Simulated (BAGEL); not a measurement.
# GeH4O2 (SMILES [OH][GeH2][OH]) at HF/3-21G (density fitting with qzvpp-jkfit)

What is the vertical singlet–triplet gap of GeH4O2 at HF/3-21G (density fitting with qzvpp-jkfit)? 

Program for the calculation: BAGEL 1.2.2.

5 further runs of the same task are left out: 4 that didn't finish, 1 set aside as unsound or not needed. Runs told in other sessions of the task aren't counted.

### Step 1. The structure to begin with

GeH4O2 has 7 atoms, charge 0, and is taken as a singlet. SMILES: `[OH][GeH2][OH]`. The shape is that of a PBE0-D4/def2-TZVP optimisation. This is one conformer, not always the lowest.

Bond lengths: O1–Ge2 1.776 Å, Ge2–O3 1.773 Å, O1–H4 0.959 Å, Ge2–H5 1.543 Å, Ge2–H6 1.525 Å, O3–H7 0.959 Å. Angles: O1–Ge2–O3 110.8°, O1–Ge2–H5 108.6°, O1–Ge2–H6 106.6°, O3–Ge2–H5 109.7°, O3–Ge2–H6 104.9°, Ge2–O1–H4 113.3°, Ge2–O3–H7 113.6°, H5–Ge2–H6 116.1°.

### Step 2. A single-point energy at HF/3-21G (density fitting with qzvpp-jkfit)

File calc.json:

```json
{ "bagel": [

{
  "title": "molecule",
  "basis": "3-21g",
  "df_basis": "qzvpp-jkfit",
  "angstrom": true,
  "geometry": [
    { "atom": "O", "xyz": [   -1.491300,   -0.416000,   -0.173900 ] },
    { "atom": "Ge", "xyz": [    0.023500,    0.377000,    0.305300 ] },
    { "atom": "O", "xyz": [    1.347400,   -0.798900,    0.400600 ] },
    { "atom": "H", "xyz": [   -1.634900,   -0.418700,   -1.122100 ] },
    { "atom": "H", "xyz": [    0.363400,    1.460500,   -0.739100 ] },
    { "atom": "H", "xyz": [   -0.172500,    0.863100,    1.737300 ] },
    { "atom": "H", "xyz": [    1.625600,   -1.135200,   -0.453800 ] }
  ]
},
{
  "title": "hf"
},
{
  "title": "print",
  "file": "orbitals.molden",
  "orbitals": true
}

]}
```

Started as:

```bash
$ BAGEL_NUM_THREADS=1 BAGEL calc.json > calc.out
```

Log:

```text
* using 1 threads per process

  ===============================================================
  ===============================================================

  *** Geometry ***

  { "atom" : "O", "xyz" : [     -2.818149,     -0.786126,     -0.328623 ] },
  { "atom" : "Ge", "xyz" : [      0.044409,      0.712427,      0.576933 ] },
  { "atom" : "O", "xyz" : [      2.546217,     -1.509702,      0.757024 ] },
  { "atom" : "H", "xyz" : [     -3.089513,     -0.791228,     -2.120462 ] },
  { "atom" : "H", "xyz" : [      0.686726,      2.759945,     -1.396697 ] },
  { "atom" : "H", "xyz" : [     -0.325978,      1.631023,      3.283021 ] },
  { "atom" : "H", "xyz" : [      3.071939,     -2.145217,     -0.857558 ] },

  Number of auxiliary basis functions:      492

  Since a DF basis is specified, we compute 2- and 3-index integrals:
    o Being stored without compression. Storage requirement is 0.009 GB

  Number of basis functions:       48
  Number of electrons      :       52

    * METHOD: MOLECULE                             0.16

  *** RHF ***

  === Nuclear Repulsion ===
   219.6794995946

      * DIIS with orbital gradients will be used.

  === RHF iteration (3-21g) ===
      0      -2216.40651770          0.03404738           0.04
      1      -2216.53946607          0.02053295           0.03
      2      -2216.60439724          0.00126335           0.03
      3      -2216.60503287          0.00020857           0.03
      4      -2216.60506046          0.00004413           0.04
      5      -2216.60506180          0.00000898           0.03
      6      -2216.60506185          0.00000403           0.04
      7      -2216.60506185          0.00000104           0.03
      8      -2216.60506185          0.00000045           0.03
      9      -2216.60506185          0.00000011           0.03
     10      -2216.60506185          0.00000003           0.03
     11      -2216.60506185          0.00000001           0.03
    * SCF iteration converged.

    * Permanent dipole moment:
           (   -0.181235,    -0.508510,     1.290566) a.u.

    * METHOD: HF                                   0.52

    * METHOD: PRINT                                0.00

  ===============================================================
```

It took 0.82 s on 1 thread of Arm Neoverse V2, shared host.

### Step 3. The triplet

File job.json:

```json
{ "bagel" : [

{
  "title" : "molecule",
  "basis" : "3-21g",
  "df_basis" : "qzvpp-jkfit",
  "angstrom" : true,
  "geometry" : [
    { "atom" : "O", "xyz" : [      -1.491300,      -0.416000,      -0.173900 ] },
    { "atom" : "Ge", "xyz" : [       0.023500,       0.377000,       0.305300 ] },
    { "atom" : "O", "xyz" : [       1.347400,      -0.798900,       0.400600 ] },
    { "atom" : "H", "xyz" : [      -1.634900,      -0.418700,      -1.122100 ] },
    { "atom" : "H", "xyz" : [       0.363400,       1.460500,      -0.739100 ] },
    { "atom" : "H", "xyz" : [      -0.172500,       0.863100,       1.737300 ] },
    { "atom" : "H", "xyz" : [       1.625600,      -1.135200,      -0.453800 ] }
  ]
},

{ "title" : "uhf", "charge" : 0, "nopen" : 2 },

{ "title" : "print", "file" : "orbitals.molden", "orbitals" : true }

]}
```

Started as:

```bash
$ BAGEL_NUM_THREADS=1 BAGEL job.json > job.out
```

Log:

```text
* using 1 threads per process

  ===============================================================
  ===============================================================

  *** Geometry ***

  { "atom" : "O", "xyz" : [     -2.818149,     -0.786126,     -0.328623 ] },
  { "atom" : "Ge", "xyz" : [      0.044409,      0.712427,      0.576933 ] },
  { "atom" : "O", "xyz" : [      2.546217,     -1.509702,      0.757024 ] },
  { "atom" : "H", "xyz" : [     -3.089513,     -0.791228,     -2.120462 ] },
  { "atom" : "H", "xyz" : [      0.686726,      2.759945,     -1.396697 ] },
  { "atom" : "H", "xyz" : [     -0.325978,      1.631023,      3.283021 ] },
  { "atom" : "H", "xyz" : [      3.071939,     -2.145217,     -0.857558 ] },

  Number of auxiliary basis functions:      492

  Since a DF basis is specified, we compute 2- and 3-index integrals:
    o Being stored without compression. Storage requirement is 0.009 GB

  Number of basis functions:       48
  Number of electrons      :       52

    * METHOD: MOLECULE                             0.15

  *** Open-shell HF ***

  === Nuclear Repulsion ===
   219.6794995946

      * DIIS with orbital gradients will be used.

  === UHF iteration (3-21g) ===
      0      -2215.95142717          0.07217753           0.07
      1      -2216.08828190          0.06008586           0.06
      2      -2216.17346737          0.04513992           0.06
      3      -2216.26733434          0.00483318           0.06
      4      -2216.27614797          0.00439898           0.07
      5      -2216.28591482          0.00510872           0.07
      6      -2216.27932018          0.00476040           0.07
      7      -2216.27407341          0.00325517           0.07
      8      -2216.27752192          0.00221487           0.07
      9      -2216.28172678          0.00180298           0.07
[... 66 lines of this table left out ...]
     76      -2216.29305363          0.00000004           0.07
     77      -2216.29305363          0.00000003           0.07
     78      -2216.29305363          0.00000002           0.07
     79      -2216.29305363          0.00000001           0.07
    * SCF iteration converged.

    * S^2 (UHF) is 2.0823

    * Permanent dipole moment:
           (   -0.002646,    -0.237218,     0.808901) a.u.

    * METHOD: UHF                                  5.43

    * METHOD: PRINT                                0.00

  ===============================================================
```

It took 5.7 s on 1 thread of Arm Neoverse V2, shared host.

### Step 4. Results

Level: HF/3-21G (density fitting with qzvpp-jkfit).

```
                                        quantity           value
                           singlet: total energy  -2216.60506 Eh
                          singlet: dipole moment          3.56 D
                            singlet: HOMO energy       -12.31 eV
                            singlet: LUMO energy         4.73 eV
                          singlet: HOMO–LUMO gap        17.04 eV
                           triplet: total energy  -2216.29305 Eh
                          triplet: dipole moment          2.14 D
                                   triplet: ⟨S²⟩           2.082
vertical energy of the triplet above the singlet        8.490 eV
```

In words: At this shape the triplet lies 8.49 eV (196 kcal/mol) above the singlet.
